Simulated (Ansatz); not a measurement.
# Sc6CoTe2 (element-swapped structure): how the settings move a single-point run

How sensitive is a single-point run of Sc6CoTe2 (element-swapped structure) to its settings? A reference run comes first, then four runs with altered input.

Method: reference: DFT r2SCAN, plane waves, PAW, scalar-relativistic, no spin polarisation, in Ansatz 0.2.0.

## (1) Starting point

Symmetry: P-62m, No. 189, hexagonal system. Conventional cell: a = 7.716 Å, b = 7.716 Å, c = 3.837 Å, α = 90.00°, β = 90.00°, γ = 120.00°. Sc (site symmetry m2m) has 2 Co at 2.68 Å and 2 Te at 2.99 Å as nearest neighbours. Sc (site symmetry m2m) has 1 Co at 3.03 Å and 4 Te at 3.05 Å and 6 Sc at 3.27 to 3.41 Å as nearest neighbours. Around Co (site symmetry -62m) lie 9 Sc at 2.68 to 3.03 Å. Te (site symmetry -6) has 9 Sc at 2.99 to 3.05 Å as nearest neighbours.

Structure file:

```xyz
9
Lattice="3.8580 6.6822 0.0000 -3.8580 6.6822 0.0000 0.0000 0.0000 3.8369" Properties=species:S:1:pos:R:3 pbc="T T T"
Sc   -1.9907    6.6822    0.0000
Sc    2.9244    5.0651    0.0000
Sc   -0.9336    1.6171    0.0000
Sc    0.8241    6.6822    1.9184
Sc    1.5170    2.6275    1.9184
Sc   -2.3410    4.0548    1.9184
Co    0.0000    0.0000    1.9184
Te   -0.0004    4.4550    0.0000
Te    0.0004    8.9094    0.0000
```

## (2) Reference

Contents of input.yaml:

```yaml
crystal:
  lattice:
    - [3.857991, 6.682232, 0.0]
    - [-3.857991, 6.682232, 0.0]
    - [0.0, 0.0, 3.836896]
  atoms:
    - { symbol: Sc, position: [0.242, 0.758, 0.0] }
    - { symbol: Sc, position: [0.758, 0.0, 0.0] }
    - { symbol: Sc, position: [0.0, 0.242, 0.0] }
    - { symbol: Sc, position: [0.6068, 0.3932, 0.5] }
    - { symbol: Sc, position: [0.3932, 0.0, 0.5] }
    - { symbol: Sc, position: [0.0, 0.6068, 0.5] }
    - { symbol: Co, position: [0.0, 0.0, 0.5] }
    - { symbol: Te, position: [0.3333, 0.3334, 0.0] }
    - { symbol: Te, position: [0.6667, 0.6666, 0.0] }
  symmetry: { tolerance: 0.0003 }
kpoints:
  mp_grid: { grid: [3, 3, 5], shift: [0, 0, 0] }
magnetization:
  spin_polarized: false
scf:
  occupations: { method: fermi_dirac, width: 0.0273 }
hamiltonian:
  pseudopotentials: { kind: paw }
  xc: r2scan
basis:
  ecutwfc: 500
output:
  forces: true
  stress: true
  eigenvalues: true
  write_density: true
  write_potential: true
  elf: true
  volumetric_format: npy
```

Run with:

```
> ansatz run input.yaml --threads 1 --pin off --max-ram 2560MiB --backend cpu --events-out ev --progress --plain --runs-dir out
```

## (3) Changing settings: n_extra_bands 4, lower_state_search standard

input.yaml, as its differences from that of step 2:

```diff
@@ -22,2 +22,4 @@
   occupations: { method: fermi_dirac, width: 0.0273 }
+  n_extra_bands: 4
+  lower_state_search: standard
 hamiltonian:
```

## (4) Changing settings: ecutwfc 550 eV

input.yaml, as its differences from that of step 2:

```diff
@@ -26,3 +26,3 @@
 basis:
-  ecutwfc: 500
+  ecutwfc: "550 eV"
 output:
@@ -31,5 +31 @@
   eigenvalues: true
-  write_density: true
-  write_potential: true
-  elf: true
-  volumetric_format: npy
```

## (5) Variant: occupations.method methfessel_paxton, occupations.width 0.025, scf.algorithm density_mixing

input.yaml, as its differences from that of step 2:

```diff
@@ -21,3 +21,4 @@
 scf:
-  occupations: { method: fermi_dirac, width: 0.0273 }
+  occupations: { method: methfessel_paxton, width: 0.025 }
+  algorithm: density_mixing
 hamiltonian:
@@ -31,5 +32 @@
   eigenvalues: true
-  write_density: true
-  write_potential: true
-  elf: true
-  volumetric_format: npy
```

## (6) Variant: dr2_threshold 1.0e-09

input.yaml, as its differences from that of step 2:

```diff
@@ -22,2 +22,3 @@
   occupations: { method: fermi_dirac, width: 0.0273 }
+  convergence: { dr2_threshold: 1.0e-09 }
 hamiltonian:
```

Before running it: what results should come out? Wanted: for each run, ending; energy change; pressure; gap; force.

The runs gave:

| run | ending | energy change | pressure (GPa) | gap (eV) | force (eV/Å) | cycles | time |
| --- | --- | --- | --- | --- | --- | --- | --- |
| reference | converged | 0 | -1.9 | 0.00 | 0.73 | 13 | 30 s |
| 1: n_extra_bands 4, lower_state_search standard | converged | 0.0 meV/atom | -1.9 | 0.00 | 0.73 | 15 | 35 s |
| 2: ecutwfc 550 eV | converged | -1.2 meV/atom | -1.9 | 0.00 | 0.73 | 15 | 35 s |
| 3: occupations.method methfessel_paxton, occupations.width 0.025, scf.algorithm density_mixing | converged | +0.6 meV/atom (σ→0) | -1.9 | 0.00 | 0.73 | 14 | 24 s |
| 4: dr2_threshold 1.0e-09 | converged | 0.0 meV/atom | -1.9 | 0.00 | 0.73 | 16 | 34 s |

Times don't compare one to one where runs were asked for different outputs or read a saved state (see the inputs); cycles may leave out searches for a lower state.

Residual by cycle in the longest SCF loop of each run; runs are numbered as in the table. The quantity is the density residual dr2, in eV.

```
cycle  reference   run 1    run 2   run 3    run 4
    1       5.15    5.14     5.16    5.25     5.15
    2        134     133      133     137      134
    4     0.0497  0.0431   0.0511  0.0294   0.0497
    5     0.0549  0.0336   0.0613  0.0362   0.0549
    6     0.0257  0.0593   0.0243  0.0161   0.0257
    8     6.6e-5  1.2e-4   6.4e-5  1.5e-4   6.6e-5
    9     4.6e-5  1.6e-4   4.5e-5  3.3e-5   4.6e-5
   11     6.9e-7  1.4e-7   3.4e-7  2.4e-6   6.9e-7
   12     1.1e-6  5.5e-7   6.3e-7  1.1e-6   1.1e-6
   13     1.4e-8  1.2e-7   1.3e-7  1.1e-7   1.4e-8
   15          -  5.1e-9  5.4e-10       -   9.9e-9
   16          -       -        -       -  4.3e-10
```

**Reading.** The reference leaves spin out although Co can carry a moment, so its state need not be the lowest.

The reference is no final answer either: its mesh is coarse for a cell with so small a gap or none; the structure is made up and not relaxed.
